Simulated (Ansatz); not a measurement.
# ClHHf: the cost of one run

Program: Ansatz 0.2.0, Gaussian basis. Level of theory: def2-QZVPP, core rule «outside noble gas», up to 9 orbitals frozen. These are calculated values, not measurements.

The runs, in order: UHF; ROHF; CCSD(T) on UHF.

2 further runs of the same task are left out: 2 set aside as unsound or not needed.

## Step 1: The geometry

The geometry is a PBE0/def2-TZVP stationary point (not a proven minimum) of the parent state, kept for this charge and spin. No spin-orbit coupling is included. Elements past krypton take def2 core potentials.

3 atoms, charge 1, spin multiplicity 4.

Atoms are counted from 1 here; the program's logs count them from 0.

Bond lengths: Hf1–Cl2 2.375 Å, Hf1–H3 1.924 Å. Angles: Cl2–Hf1–H3 180.0°.

## Step 2: UHF

in.yaml reads:

```yaml
crystal:
  periodic: [false, false, false]
  atoms:
    - {symbol: Hf, position_ang: [0.000000, 0.000000, 0.150300]}
    - {symbol: Cl, position_ang: [0.000000, 0.000000, -2.224700]}
    - {symbol: H, position_ang: [0.000000, 0.000000, 2.074400]}
basis:
  gaussian: {orbitals: "def2-QZVPP.json"}
total_charge: 1
magnetization: {spin_polarized: true, initial_magnetization: 3}
hamiltonian: {xc: hf}
output: {orbitals: {seedname: orbitals}}
```

The run is started by

```sh
$ ansatz run in.yaml --threads 1 --pin off --events-out ev --progress --plain --max-ram 4096MiB --backend cpu
```

What time and memory should one allow on 1 thread of AMD EPYC 7R13, shared host?

About 25 s, with a peak of 0.51 GiB.
